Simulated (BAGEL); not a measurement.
**One shape, several levels: AlSiH3OF2 (SMILES [F][Al]([F])[O][SiH3])**

Aim: a comparison of 3 runs (HF/STO-3G, HF/3-21G, HF/6-31G*) of AlSiH3OF2. 

Program for the calculation: BAGEL 1.2.2.

2 further runs of the same task are left out: 2 that didn't finish. Runs told in other sessions of the task aren't counted.

## (1) The molecule

The species is AlSiH3OF2 (8 atoms), meant as a singlet with charge 0. SMILES: `[F][Al]([F])[O][SiH3]`. The Si5–H8 distance was set to 2.228 Å, away from the relaxed value. At this shape a bond of the SMILES string is far longer than usual.

Bond lengths: F1–Al2 1.634 Å, Al2–F3 1.634 Å, Al2–O4 1.656 Å, O4–Si5 1.630 Å, Si5–H6 1.485 Å, Si5–H7 1.485 Å. Angles: F1–Al2–F3 117.9°, F1–Al2–O4 121.1°, F3–Al2–O4 121.1°, Al2–O4–Si5 178.6°, O4–Si5–H6 109.7°, O4–Si5–H7 109.8°, H6–Si5–H7 109.2°. A long bond or contact: Si5–H8 2.228 Å.

## (2) A single-point energy at HF/STO-3G (density fitting with qzvpp-jkfit) (run 1)

input.json

```json
{ "bagel" : [

{
  "title" : "molecule",
  "basis" : "sto-3g",
  "df_basis" : "qzvpp-jkfit",
  "angstrom" : true,
  "geometry" : [
    { "atom" : "F", "xyz" : [       1.350450,      -2.107500,       2.165400 ] },
    { "atom" : "Al", "xyz" : [       0.337650,      -1.978700,       0.889600 ] },
    { "atom" : "F", "xyz" : [       0.033150,      -3.326600,       0.017300 ] },
    { "atom" : "O", "xyz" : [      -0.357150,      -0.528200,       0.493300 ] },
    { "atom" : "Si", "xyz" : [      -1.064850,       0.880400,       0.079800 ] },
    { "atom" : "H", "xyz" : [      -1.345550,       1.676800,       1.301600 ] },
    { "atom" : "H", "xyz" : [      -2.340250,       0.612200,      -0.632700 ] },
    { "atom" : "H", "xyz" : [       0.298200,       2.030600,      -1.255200 ] }
  ]
},

{ "title" : "hf" },

{ "title" : "print", "file" : "orbitals.molden", "orbitals" : true }

]}
```

On the command line:

```sh
BAGEL_NUM_THREADS=1 BAGEL input.json > input.out
```

The program printed:

```text
* using 1 threads per process

  ===============================================================
  ===============================================================

  *** Geometry ***

  { "atom" : "F", "xyz" : [      2.551981,     -3.982598,      4.092013 ] },
  { "atom" : "Al", "xyz" : [      0.638066,     -3.739201,      1.681100 ] },
  { "atom" : "F", "xyz" : [      0.062644,     -6.286363,      0.032692 ] },
  { "atom" : "O", "xyz" : [     -0.674916,     -0.998153,      0.932202 ] },
  { "atom" : "Si", "xyz" : [     -2.012275,      1.663715,      0.150800 ] },
  { "atom" : "H", "xyz" : [     -2.542721,      3.168693,      2.459668 ] },
  { "atom" : "H", "xyz" : [     -4.422432,      1.156890,     -1.195630 ] },
  { "atom" : "H", "xyz" : [      0.563516,      3.837278,     -2.371984 ] },

  Number of auxiliary basis functions:      541

  Since a DF basis is specified, we compute 2- and 3-index integrals:
    o Being stored without compression. Storage requirement is 0.006 GB

  Number of basis functions:       36
  Number of electrons      :       56

    * METHOD: MOLECULE                             0.13

  *** RHF ***

  === Nuclear Repulsion ===
   276.1672663314

      * DIIS with orbital gradients will be used.

  === RHF iteration (sto-3g) ===
      0       -796.12183051          0.01761923           0.02
      1       -796.27272882          0.00371741           0.02
      2       -796.27851387          0.00077138           0.02
      3       -796.27888755          0.00024613           0.02
      4       -796.27892944          0.00006358           0.02
      5       -796.27893292          0.00001342           0.02
      6       -796.27893308          0.00000253           0.02
      7       -796.27893309          0.00000067           0.02
      8       -796.27893309          0.00000020           0.02
      9       -796.27893309          0.00000006           0.02
     10       -796.27893309          0.00000002           0.02
     11       -796.27893309          0.00000001           0.02
    * SCF iteration converged.

    * Permanent dipole moment:
           (    0.354095,     0.036988,    -0.202192) a.u.

    * METHOD: HF                                   0.31

    * METHOD: PRINT                                0.00

  ===============================================================
```

Run time: 0.62 s. Hardware: 1 thread of AMD EPYC 9R45 (Zen 5), shared host.

## (3) The energy at HF/3-21G (density fitting with qzvpp-jkfit) (run 2)

input.json

```json
{ "bagel": [

{
  "title": "molecule",
  "basis": "3-21g",
  "df_basis": "qzvpp-jkfit",
  "angstrom": true,
  "geometry": [
    { "atom": "F", "xyz": [    1.350450,   -2.107500,    2.165400 ] },
    { "atom": "Al", "xyz": [    0.337650,   -1.978700,    0.889600 ] },
    { "atom": "F", "xyz": [    0.033150,   -3.326600,    0.017300 ] },
    { "atom": "O", "xyz": [   -0.357150,   -0.528200,    0.493300 ] },
    { "atom": "Si", "xyz": [   -1.064850,    0.880400,    0.079800 ] },
    { "atom": "H", "xyz": [   -1.345550,    1.676800,    1.301600 ] },
    { "atom": "H", "xyz": [   -2.340250,    0.612200,   -0.632700 ] },
    { "atom": "H", "xyz": [    0.298200,    2.030600,   -1.255200 ] }
  ]
},
{ "title": "hf" },
{ "title": "print", "file": "orbitals.molden", "orbitals": true }

]}
```

On the command line:

```sh
BAGEL_NUM_THREADS=1 BAGEL input.json > input.out
```

The program printed:

```text
* using 1 threads per process

  ===============================================================
  ===============================================================

  *** Geometry ***

  { "atom" : "F", "xyz" : [      2.551981,     -3.982598,      4.092013 ] },
  { "atom" : "Al", "xyz" : [      0.638066,     -3.739201,      1.681100 ] },
  { "atom" : "F", "xyz" : [      0.062644,     -6.286363,      0.032692 ] },
  { "atom" : "O", "xyz" : [     -0.674916,     -0.998153,      0.932202 ] },
  { "atom" : "Si", "xyz" : [     -2.012275,      1.663715,      0.150800 ] },
  { "atom" : "H", "xyz" : [     -2.542721,      3.168693,      2.459668 ] },
  { "atom" : "H", "xyz" : [     -4.422432,      1.156890,     -1.195630 ] },
  { "atom" : "H", "xyz" : [      0.563516,      3.837278,     -2.371984 ] },

  Number of auxiliary basis functions:      541

  Since a DF basis is specified, we compute 2- and 3-index integrals:
    o Being stored without compression. Storage requirement is 0.015 GB

  Number of basis functions:       59
  Number of electrons      :       56

    * METHOD: MOLECULE                             0.14

  *** RHF ***

  === Nuclear Repulsion ===
   276.1672663314

      * DIIS with orbital gradients will be used.

  === RHF iteration (3-21g) ===
      0       -801.91932972          0.03130913           0.04
      1       -802.09761084          0.01871859           0.03
      2       -802.17483690          0.00112123           0.04
      3       -802.17533249          0.00056645           0.04
      4       -802.17542277          0.00006881           0.04
      5       -802.17542603          0.00001722           0.04
      6       -802.17542626          0.00000427           0.04
      7       -802.17542628          0.00000091           0.04
      8       -802.17542628          0.00000033           0.04
      9       -802.17542628          0.00000015           0.03
     10       -802.17542628          0.00000004           0.04
     11       -802.17542628          0.00000001           0.04
     12       -802.17542628          0.00000000           0.04
    * SCF iteration converged.

    * Permanent dipole moment:
           (    0.607395,    -0.291057,    -0.154228) a.u.

    * METHOD: HF                                   0.56

    * METHOD: PRINT                                0.01

  ===============================================================
```

Run time: 0.9 s. Hardware: 1 thread of AMD EPYC 9R45 (Zen 5), shared host; peak memory 0.11 GiB.

## (4) A single-point energy at HF/6-31G(d) (density fitting with qzvpp-jkfit, spherical functions) (run 3)

input.json

```json
{ "bagel" : [

{
  "title" : "molecule",
  "basis" : "6-31gs.json",
  "df_basis" : "qzvpp-jkfit",
  "angstrom" : true,
  "geometry" : [
    { "atom" : "F", "xyz" : [    1.350450,   -2.107500,    2.165400 ] },
    { "atom" : "Al", "xyz" : [    0.337650,   -1.978700,    0.889600 ] },
    { "atom" : "F", "xyz" : [    0.033150,   -3.326600,    0.017300 ] },
    { "atom" : "O", "xyz" : [   -0.357150,   -0.528200,    0.493300 ] },
    { "atom" : "Si", "xyz" : [   -1.064850,    0.880400,    0.079800 ] },
    { "atom" : "H", "xyz" : [   -1.345550,    1.676800,    1.301600 ] },
    { "atom" : "H", "xyz" : [   -2.340250,    0.612200,   -0.632700 ] },
    { "atom" : "H", "xyz" : [    0.298200,    2.030600,   -1.255200 ] }
  ]
},
{
  "title" : "hf"
},
{
  "title" : "print",
  "file" : "orbitals.molden",
  "orbitals" : true
}

]}
```

The basis set 6-31G* is read from a file made from the Basis Set Exchange's data (not shown).

On the command line:

```sh
BAGEL_NUM_THREADS=1 BAGEL input.json > input.out
```

The program printed:

```text
* using 1 threads per process

  ===============================================================
  ===============================================================

  *** Geometry ***

  { "atom" : "F", "xyz" : [      2.551981,     -3.982598,      4.092013 ] },
  { "atom" : "Al", "xyz" : [      0.638066,     -3.739201,      1.681100 ] },
  { "atom" : "F", "xyz" : [      0.062644,     -6.286363,      0.032692 ] },
  { "atom" : "O", "xyz" : [     -0.674916,     -0.998153,      0.932202 ] },
  { "atom" : "Si", "xyz" : [     -2.012275,      1.663715,      0.150800 ] },
  { "atom" : "H", "xyz" : [     -2.542721,      3.168693,      2.459668 ] },
  { "atom" : "H", "xyz" : [     -4.422432,      1.156890,     -1.195630 ] },
  { "atom" : "H", "xyz" : [      0.563516,      3.837278,     -2.371984 ] },

  Number of auxiliary basis functions:      541

  Since a DF basis is specified, we compute 2- and 3-index integrals:
    o Being stored without compression. Storage requirement is 0.031 GB

  Number of basis functions:       84
  Number of electrons      :       56

    * METHOD: MOLECULE                             0.22

  *** RHF ***

  === Nuclear Repulsion ===
   276.1672663314

      * DIIS with orbital gradients will be used.

  === RHF iteration (6-31gs.json) ===
      0       -806.10046830          0.02613924           0.06
      1       -806.32377706          0.01777690           0.05
      2       -806.47267185          0.00106090           0.05
      3       -806.47360113          0.00049957           0.05
      4       -806.47373884          0.00008908           0.06
      5       -806.47374584          0.00002137           0.06
      6       -806.47374629          0.00000686           0.06
      7       -806.47374635          0.00000107           0.06
      8       -806.47374635          0.00000026           0.06
      9       -806.47374635          0.00000007           0.06
     10       -806.47374635          0.00000003           0.06
     11       -806.47374635          0.00000001           0.06
    * SCF iteration converged.

    * Permanent dipole moment:
           (    0.638607,    -0.126104,    -0.264095) a.u.

    * METHOD: HF                                   0.84

    * METHOD: PRINT                                0.01

  ===============================================================
```

Run time: 1.3 s. Hardware: 1 thread of AMD EPYC 9R45 (Zen 5), shared host; peak memory 0.14 GiB.

## (5) The series

```
run                                                              level  energy (Eh)  dipole moment (D)  HOMO energy (eV)  LUMO energy (eV)  wall time
  1                       HF/STO-3G (density fitting with qzvpp-jkfit)  -796.278933               1.04             -6.63              6.57     0.62 s
  2                        HF/3-21G (density fitting with qzvpp-jkfit)  -802.175426               1.76            -10.24              2.32      0.9 s
  3  HF/6-31G* (density fitting with qzvpp-jkfit, spherical functions)  -806.473746               1.79            -10.30              1.89      1.3 s
```

## (6) Results

| quantity | value |
| --- | --- |
| run 3: total energy | -806.47375 Eh |
| run 3: dipole moment | 1.79 D |
| run 3: HOMO energy | -10.30 eV |
| run 3: LUMO energy | 1.89 eV |
| run 3: HOMO–LUMO gap | 12.19 eV |

**Reading.** The dipole moment (its size) runs from 1.04 D (HF/STO-3G) to 1.79 D (HF/6-31G*). The HOMO–LUMO gap runs from 12.19 eV (HF/6-31G*) to 13.20 eV (HF/STO-3G). In run 1 the basis is minimal, so the values are rough. In all runs a closed-shell determinant meets a far-stretched bond; if it breaks into open shells, such a determinant describes it badly, and no broken-symmetry solution was shown. All runs together took 2.8 s, the longest 1.3 s.
